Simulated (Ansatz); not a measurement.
# PdRhF3: the cost of one run

Computed with Ansatz 0.2.0 (DFT PBE, scalar-relativistic, plane waves, PAW, unless a step names another level, unless a step's input says otherwise).

3 further runs of the same task are left out: 2 that didn't finish, 1 set aside as unsound or not needed.

## Step 1: The system as given

Symmetry: P6/mmm, No. 191, hexagonal system. Conventional cell: a = 4.495 Å, b = 4.495 Å, c = 8.049 Å, α = 90.00°, β = 90.00°, γ = 120.00°. Around Pd (site symmetry -6m2) lie 5 F at 2.05 to 2.60 Å and 3 Pd at 2.60 Å. Around Rh (site symmetry -6m2) lie 5 F at 1.97 to 2.60 Å and 3 Rh at 2.60 Å. F (site symmetry 3m) has 1 Rh at 1.97 Å and 1 Pd at 2.05 Å as nearest neighbours. F (site symmetry 6/mmm) has 6 Pd at 2.60 Å as nearest neighbours. F (site symmetry 6/mmm) has 6 Rh at 2.60 Å as nearest neighbours.

As a file:

```cif
data_structure
_symmetry_space_group_name_H-M 'P 1'
_symmetry_Int_Tables_number 1
_cell_length_a 4.4947
_cell_length_b 4.4947
_cell_length_c 8.0489
_cell_angle_alpha 90.000
_cell_angle_beta 90.000
_cell_angle_gamma 120.000
_cell_volume 140.82
loop_
_atom_site_label
_atom_site_type_symbol
_atom_site_fract_x
_atom_site_fract_y
_atom_site_fract_z
_atom_site_occupancy
Pd1 Pd 0.33333 0.66667 0.50000 1
Pd2 Pd 0.66667 0.33333 0.50000 1
Rh1 Rh 0.33333 0.66667 0.00000 1
Rh2 Rh 0.66667 0.33333 0.00000 1
F1 F 0.33333 0.66667 0.24487 1
F2 F 0.33333 0.66667 0.75513 1
F3 F 0.66667 0.33333 0.75513 1
F4 F 0.66667 0.33333 0.24487 1
F5 F 0.00000 0.00000 0.50000 1
F6 F 0.00000 0.00000 0.00000 1
```

It came out lowest among 17 distinct ends of the trial cells. At a tolerance of 0.05 Å it has space group P6/mmm (No. 191). Site moments: 0.6 0.6 1.1 1.1 0.1 0.1 0.1 0.1 0.1 0.1 μB.

## Step 2: Electronic structure at the relaxed geometry

input.yaml

```yaml
crystal:
  lattice:
    - [4.4947349052, 0.0, 0.0]
    - [-2.2473674526, 3.8925546111, 0.0]
    - [0.0, 0.0, 8.0488588155]
  atoms:
    - { symbol: Pd, position: [0.3333333333, 0.6666666667, 0.5], spin: 0.61 }
    - { symbol: Pd, position: [0.6666666667, 0.3333333333, 0.5], spin: 0.61 }
    - { symbol: Rh, position: [0.3333333333, 0.6666666667, 0.0], spin: 1.2 }
    - { symbol: Rh, position: [0.6666666667, 0.3333333333, 0.0], spin: 1.2 }
    - { symbol: F, position: [0.3333333333, 0.6666666667, 0.244869041] }
    - { symbol: F, position: [0.3333333333, 0.6666666667, 0.755130959] }
    - { symbol: F, position: [0.6666666667, 0.3333333333, 0.755130959] }
    - { symbol: F, position: [0.6666666667, 0.3333333333, 0.244869041] }
    - { symbol: F, position: [0.0, 0.0, 0.5] }
    - { symbol: F, position: [0.0, 0.0, 0.0], spin: 0.13 }
basis:
  ecutwfc: 420
kpoints:
  mp_grid: { grid: [12, 12, 4] }
  band_path:
    path:
      - [[0.0, 0.0, 0.0], [0.5, 0.0, 0.0], [0.33333333, 0.33333333, 0.0], [0.0, 0.0, 0.0], [0.0, 0.0, 0.5], [0.5, 0.0, 0.5], [0.33333333, 0.33333333, 0.5], [0.0, 0.0, 0.5]]
      - [[0.5, 0.0, 0.5], [0.5, 0.0, 0.0]]
      - [[0.33333333, 0.33333333, 0.5], [0.33333333, 0.33333333, 0.0]]
    npoints: 14
hamiltonian:
  xc: pbe
scf:
  occupations: { method: gaussian, width: 0.1 }
  n_extra_bands: 25
output:
  forces: true
  stress: true
  eigenvalues: true
  populations: true
  dos: { projected: true, de: 0.02, nscf_kmesh: { grid: [15, 15, 5] } }
  bader: true
  write_density: true
  write_potential: true
  elf: true
  volumetric_format: npy
magnetization:
  spin_polarized: true
checkpoint:
  read: start.run
  write: ck
  compress: false
  write_wavefunctions: false
  write_every: 100000
```

Launch:

```console
> ansatz run input.yaml --threads 1 --pin off --max-ram 2560MiB --backend cpu --events-out ev --progress --plain --runs-dir out
```

**Question.** How long does this run take on 1 thread of Arm Neoverse V1, shared host, and how much memory does it need?

About 5.1 min, with a peak of 1.4 GiB.
